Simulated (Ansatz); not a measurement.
# Li: the cost of one run

Computed with the Python package of Ansatz 0.2.0. Level of theory: DFT r2SCAN, plane waves, PAW.

### 1 The structure

The structure is hexagonal, space group P6/mmm (No. 191). The conventional cell has a = 4.949 Å, b = 4.949 Å, c = 2.889 Å, α = 90.00°, β = 90.00°, γ = 120.00°. Li (site symmetry 6/mmm) is surrounded by 14 Li at 2.89 to 3.20 Å. Li (site symmetry -6m2) is surrounded by 11 Li at 2.86 to 3.20 Å.

No structure file is read: the coordinates are typed or built in the script.

### 2 Script

run_eos.py

```python
# -*- coding: utf-8 -*-
"""Equation of state of Li."""

import ansatz as az
from ase.eos import EquationOfState
from ase.units import GPa
import numpy as np

vectors0 = np.array([
    [4.94886713, 0.0, 0.0],
    [-2.47443357, 4.28584466, 0.0],
    [0.0, 0.0, 2.888843],
])
sites = [
    ("Li", [0.0, 0.0, 0.0]),
    ("Li", [2 / 3, 1 / 3, 0.5]),
    ("Li", [1 / 3, 2 / 3, 0.5]),
]


def make_crystal(cell):
    crystal = az.Crystal(lattice=az.Lattice.of(cell))
    for symbol, position in sites:
        crystal = crystal.atom(symbol, position)
    return crystal

# scale the volume, keep shape and fractions
volumes, energies, pressures = [], [], []
for scale in np.linspace(0.9, 1.1, 9):
    cell = vectors0 * scale ** (1 / 3)
    base = (
        make_crystal(cell).calculation()
        .occupations("fermi_dirac", width=0.2)
        .functional(az.Functional.R2SCAN)
        .scf(max_iterations=150)
        .basis(56 * az.Ry)
        .mixing("msr1", beta=0.7)
        .kpoints(7, 7, 10)
        .stress()
    )
    data = base.run(threads=1, backend="cpu").report
    volumes.append(abs(np.linalg.det(cell)) / len(sites))
    energies.append(data["free_energy_ev"] / len(sites))
    pressures.append(np.trace(data["stress_gpa"]) / 3)
    print(f"V = {volumes[-1]:8.4f} A^3/atom  F = {energies[-1]:.5f} eV/atom  P = {pressures[-1]:8.3f} GPa")

eos = EquationOfState(volumes, energies, eos="birchmurnaghan")
v0, e0, bulk = eos.fit()
print(f"V0 = {v0:.4f} A^3/atom, E0 = {e0:.5f} eV/atom, B = {bulk / GPa:.1f} GPa")
eos.plot("eos.png")
```

### 3 The input behind the calls

The engine receives this input (first run):

```yaml
crystal:
  lattice:
    - [4.778078679838729, 0.0, 0.0]
    - [-2.3890393447468115, 4.137937523298724, 0.0]
    - [0.0, 0.0, 2.7891472502922814]
  atoms:
    - { symbol: Li, position: [0.0, 0.0, 0.0] }
    - { symbol: Li, position: [0.6666666666666666, 0.3333333333333333, 0.5] }
    - { symbol: Li, position: [0.3333333333333333, 0.6666666666666666, 0.5] }
basis:
  ecutwfc: 761.918814887664
kpoints:
  mp_grid:
    grid: [7, 7, 10]
hamiltonian:
  xc: r2scan
scf:
  max_iter: 150
  mixing:
    algorithm: msr1
    beta: 0.7
  occupations:
    method: fermi_dirac
    width: 0.2
output:
  stress: true
```

### 4 Launch

Started as:

```sh
$ python run_eos.py
```

Q: Estimate wall time and peak memory on 1 thread of Arm Neoverse V2, shared host.

About 67 s, with a peak of 0.46 GiB.
